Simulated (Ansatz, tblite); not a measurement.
**In(H2O)F3 (F₃H₂InO): which spin state is lowest**

Is the singlet the ground state of In(H2O)F3 (F₃H₂InO)? Other spin states are computed and compared level by level.

Computed with Ansatz 0.2.0, Gaussian basis. Level: as each input shows.

Plan: triplet, at the geometry of the singlet (GFN1-xTB, GFN2-xTB, PBE0-D4/def2-TZVP, PBE-D4/def2-TZVP, r2SCAN-D4/def2-TZVP); the singlet's energies come from earlier runs.

2 further runs of the same task are left out: 1 that didn't finish, 1 set aside as unsound or not needed. Runs told in other sessions of the task aren't counted.

**1. The geometry**

The geometry is that of the singlet, from an earlier relaxation (PBE0-D4/def2-SVP).

7 atoms, charge 0, spin multiplicity 1.

Bond lengths: In1–O2 2.275 Å, In1–F5 1.939 Å, In1–F6 1.959 Å, In1–F7 1.959 Å, O2–H3 0.971 Å, O2–H4 0.971 Å. Angles: O2–In1–F5 114.9°, O2–In1–F6 84.1°, O2–In1–F7 84.1°, F5–In1–F6 121.2°, F5–In1–F7 121.2°, F6–In1–F7 115.5°, In1–O2–H3 101.6°, In1–O2–H4 101.5°, H3–O2–H4 105.9°.

As a file:

```xyz
7
charge 0, multiplicity 1
In    0.1985   -0.0659   -0.9697
O     0.1988    0.0455    1.3029
H    -0.4202   -0.6662    1.5331
H    -0.2819    0.8752    1.4557
F     1.9497   -0.2752   -1.7761
F    -0.6616    1.6907   -0.8524
F    -0.9833   -1.6040   -0.6935
```

In takes a core potential in the def2 sets. No spin-orbit coupling is included.

**2. Triplet at the fixed geometry, GFN1-xTB**

Tight binding, by tblite at 300 K electronic temperature and without a spin-polarisation term:

```python
tblite.interface.Calculator('GFN1-xTB', numbers, positions, charge=0, uhf=2).singlepoint()
```

Energy -615.5486 eV; 0.005 s.

**3. Triplet at the fixed geometry, GFN2-xTB**

Tight binding, by tblite at 300 K electronic temperature and without a spin-polarisation term:

```python
tblite.interface.Calculator('GFN2-xTB', numbers, positions, charge=0, uhf=2).singlepoint()
```

Energy -557.0566 eV; 0.006 s.

**4. Triplet at the fixed geometry, PBE0-D4/def2-TZVP**

Input file in.yaml:

```yaml
crystal:
  periodic: [false, false, false]
  atoms:
    - {symbol: In, position_ang: [0.198456, -0.065891, -0.969696]}
    - {symbol: O, position_ang: [0.198785, 0.045475, 1.302913]}
    - {symbol: H, position_ang: [-0.420195, -0.666238, 1.533082]}
    - {symbol: H, position_ang: [-0.281919, 0.875231, 1.455699]}
    - {symbol: F, position_ang: [1.949741, -0.275227, -1.776070]}
    - {symbol: F, position_ang: [-0.661578, 1.690661, -0.852394]}
    - {symbol: F, position_ang: [-0.983280, -1.604011, -0.693524]}
basis:
  gaussian: {orbitals: def2-TZVP}
magnetization: {spin_polarized: true, initial_magnetization: 2}
hamiltonian: {xc: pbe0, dispersion: d4}
scf: {omitted_lower_state_checks: [starts]}
output: {orbitals: {seedname: orbitals}}
```

The run is started by

```bash
ansatz run in.yaml --threads 4 --pin off --events-out ev --progress --plain --max-ram 3916MiB
```

Output:

```text
Functional definition: PBE0
  name "PBE0"
  cite "Adamo & Barone, J. Chem. Phys. 110, 6158 (1999) doi:10.1063/1.478522"
  cite "Perdew, Burke & Ernzerhof, Phys. Rev. Lett. 77, 3865 (1996) doi:10.1103/PhysRevLett.77.3865"
  parent pbe
  parameter a = 0.25
  parameter kappa = 0.804
  parameter beta = 0.06672455060314922
  exchange = (1 - a)*pbe_x(kappa = kappa, mu = beta*pi^2/3) + a*exact_x
  correlation = pbe_c(beta = beta)
these checks for a lower state are left out or cut short: starts
1188 factors; their error is unknown
mean field evaluation 1: about -15389.3054 eV, gradient 4.7e1 eV
mean field evaluation 2: about -15380.1860 eV, gradient 7.2e1 eV
mean field evaluation 4: about -15395.5182 eV, gradient 7.9e0 eV
mean field evaluation 8: about -15395.7525 eV, gradient 3.7e-1 eV
mean field evaluation 16: about -15395.8383 eV, gradient 2.8e-2 eV
mean field evaluation 32: about -15395.8383 eV, gradient 7.0e-4 eV
mean field -15395.83827057 eV, -565.7866207693 hartree, gradient 7.1e-6 eV, S^2 2.009481; 0 other end points of the search recorded, 0 dependent functions left out
reference -15395.83831382 eV, -565.7866223589 hartree; 30, 28 occupied and 156, 158 virtual orbitals, 1188 factors
Total energy: -15395.92950345 eV, -565.7899735161 hartree
Checks for a lower state left out: starts
```

It took 14 s on 4 threads of Arm Neoverse V2, shared host; peak memory 0.81 GiB.

HOMO -4.66 eV, LUMO -8.58 eV (over both spins; with the spin held, an empty level of the minority spin lies below the top filled one); ⟨S²⟩ 2.009 (pure: 2.00).

**5. Triplet at the fixed geometry, PBE-D4/def2-TZVP**

start.molden holds the orbitals of an earlier run on this state, given as this run's starting guess.

in.yaml: that of step 4 with these lines changed.

```diff
@@ -11,5 +11,5 @@
 basis:
-  gaussian: {orbitals: def2-TZVP}
+  gaussian: {orbitals: def2-TZVP, initial_orbitals: start.molden}
 magnetization: {spin_polarized: true, initial_magnetization: 2}
-hamiltonian: {xc: pbe0, dispersion: d4}
+hamiltonian: {xc: pbe, dispersion: d4}
 scf: {omitted_lower_state_checks: [starts]}
```

The command is unchanged.

Output:

```text
Functional definition: PBE
  name "PBE"
  cite "Perdew, Burke & Ernzerhof, Phys. Rev. Lett. 77, 3865 (1996) doi:10.1103/PhysRevLett.77.3865"
  parent pbe
  parameter kappa = 0.804
  parameter beta = 0.06672455060314922
  exchange = pbe_x(kappa = kappa, mu = beta*pi^2/3)
  correlation = pbe_c(beta = beta)
these checks for a lower state are left out or cut short: starts
1095 factors; their error is unknown
mean field evaluation 1: about -15396.7442 eV, gradient 7.9e0 eV
mean field evaluation 2: about -15396.9276 eV, gradient 3.2e-1 eV
mean field evaluation 4: about -15396.9388 eV, gradient 5.2e-3 eV
mean field evaluation 8: about -15396.8312 eV, gradient 4.2e0 eV
mean field evaluation 16: about -15396.9270 eV, gradient 2.7e-1 eV
mean field evaluation 32: about -15396.9276 eV, gradient 3.2e-6 eV
mean field -15396.92762225 eV, -565.8266537054 hartree, gradient 3.2e-6 eV, S^2 2.002369; 0 other end points of the search recorded, 0 dependent functions left out
reference -15396.92768598 eV, -565.8266560474 hartree; 30, 28 occupied and 156, 158 virtual orbitals, 1095 factors
Total energy: -15397.03537606 eV, -565.8306135849 hartree
Checks for a lower state left out: starts
```

Run time: 16 s. Hardware: 4 threads of Arm Neoverse V2, shared host.

Report: HOMO -3.77 eV, LUMO -8.97 eV (over both spins; with the spin held, an empty level of the minority spin lies below the top filled one); ⟨S²⟩ 2.002 (pure: 2.00).

**6. Triplet at the fixed geometry, r2SCAN-D4/def2-TZVP**

in.yaml: that of step 5 with these lines changed.

```diff
@@ -13,3 +13,3 @@
 magnetization: {spin_polarized: true, initial_magnetization: 2}
-hamiltonian: {xc: pbe, dispersion: d4}
+hamiltonian: {xc: r2scan, dispersion: d4}
 scf: {omitted_lower_state_checks: [starts]}
```

Launched as before.

Output, cut to the lines that bear on the results:

```text
Functional definition: r2SCAN
  name "r2SCAN"
  cite "Furness, Kaplan, Ning, Perdew & Sun, J. Phys. Chem. Lett. 11, 8208 (2020) doi:10.1021/acs.jpclett.0c02405"
  cite "Furness, Kaplan, Ning, Perdew & Sun, J. Phys. Chem. Lett. 11, 9248 (2020) doi:10.1021/acs.jpclett.0c03077"
  parent r2scan
[...]
1095 factors; their error is unknown
[...]
mean field -15404.09194236 eV, -566.0899376131 hartree, gradient 2.3e-6 eV, S^2 2.005829; 0 other end points of the search recorded, 0 dependent functions left out
reference -15404.09196488 eV, -566.0899384407 hartree; 30, 28 occupied and 156, 158 virtual orbitals, 1095 factors
Total energy: -15404.11759589 eV, -566.0908803629 hartree
Checks for a lower state left out: starts
```

Run time: 17 s. Hardware: 4 threads of Arm Neoverse V2, shared host.

Report: HOMO -3.89 eV, LUMO -9.04 eV (over both spins; with the spin held, an empty level of the minority spin lies below the top filled one); ⟨S²⟩ 2.006 (pure: 2.00).

**7. Triplet less singlet, vertical**

The singlet's energies are those of its earlier runs, whose logs aren't repeated here.

```csv
level,"triplet less singlet, vertical (kJ/mol)",time
GFN1-xTB,+402.9,0.009 s
GFN2-xTB,+357.5,0.008 s
PBE-D4/def2-TZVP,+496.0,17 s
r2SCAN-D4/def2-TZVP,+527.2,19 s
PBE0-D4/def2-TZVP,+575.4,16 s
```

Times add the two runs; a level without a time comes out of a correlated run. Tight binding without a spin term can't rank spin states.

**8. Outcome**

| quantity | value |
| --- | --- |
| triplet less singlet, vertical, functionals in def2-TZVP | +496.0 (PBE-D4) to +575.4 kJ/mol (PBE0-D4) |

All functionals put the triplet above the singlet, over a spread of 79.5 kJ/mol. The checks for a lower triplet were left out, so another state of that spin may lie lower. These are electronic energies, without zero-point motion, entropy or surroundings.
